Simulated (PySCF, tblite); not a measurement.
**C₇H₆NO radical: geometry, infrared bands and EPR parameters**

Aim: predict the infrared bands and EPR parameters of C₇H₆NO radical (`N#C[C@H]1CC=[C]C(=O)C1`).

Programs: tblite 0.8.0 and PySCF 2.14.0, with density-fitted response routines of our own. Each step states its level of theory. These are calculated values for one molecule in the gas phase, unless marked as measured. Atoms are numbered from 0 throughout.

## 1. Starting geometry

15 atoms, charge 0, multiplicity 2; geometry from: force field or distance geometry start.

Bonds of the start (Å): N0–C1 1.18, C1–C2 1.45, C2–C3 1.49, C3–C4 1.49, C4–C5 1.33, C5–C6 1.47, C6–O7 1.26, C6–C8 1.50, C8–C2 1.52, C2–H9 1.13, C3–H10 1.12, C3–H11 1.13, C4–H12 1.08, C8–H13 1.11, C8–H14 1.10.

## 2. Optimising the geometry with GFN2-xTB

Job settings and geometry (Å):

```
{"job": {"kind": "relax", "xc": "GFN2-xTB", "basis": "xTB"}, "charge": 0, "multiplicity": 2}
N      3.315100    -0.351900    -0.226700
C      2.151000    -0.183400    -0.309800
C      0.718800    -0.008000    -0.395600
C     -0.027600    -1.260200    -0.079200
C     -1.486600    -1.042100     0.094400
C     -2.040400     0.160400     0.162500
C     -1.182400     1.357100     0.091600
O     -1.628800     2.484300    -0.250200
C      0.251700     1.150400     0.463600
H      0.404500     0.286300    -1.443000
H      0.379500    -1.737300     0.846800
H      0.115200    -1.951100    -0.958500
H     -2.145100    -1.893700     0.151700
H      0.851600     2.066200     0.287600
H      0.318900     0.931000     1.542900
```

The run is started by

```
> OMP_NUM_THREADS=1 python probes_run.py task.json out
```

This one command runs all jobs of the session in turn.

**Question.** This job is followed by: GFN2-xTB harmonic vibrations, gas phase; UKS B3LYP, pcH-1 on C H N O, non-relativistic, mean-field spin-orbit, GIAO. What will the session give for the following? strongest single infrared mode (GFN2-xTB); zero-point energy (GFN2-xTB); g(iso) (B3LYP); ⟨S²⟩; largest a(iso); surface potential, 1st and 99th percentile.

The runs gave:

| quantity | value |
| --- | --- |
| strongest single infrared mode (GFN2-xTB) | 1770 cm⁻¹, 526 km/mol |
| zero-point energy (GFN2-xTB) | 68.7 kcal/mol |
| g(iso) (B3LYP) | 2.00268 |
| ⟨S²⟩ | 0.762 (exact 0.75) |
| largest a(iso) | 13C on C5, 278.7 MHz |
| surface potential, 1st and 99th percentile | -1.61 V and 1.55 V |

In words: Over 54 steps the energy fell by 0.547 eV; of the close pairs, C5–C6 changed most, 1.474 to 1.417 Å. All 39 modes are real, so the xTB geometry is a minimum. The strongest single mode, at 1770 cm⁻¹, moves mainly C6. GFN2-xTB is a fitted tight-binding method: band positions and strengths are rough. Its intensities can rank the bands wrongly. Most of the unpaired spin sits on C5 (0.91 e). The isotropic g lies 0.4 ppt above the free-electron value.
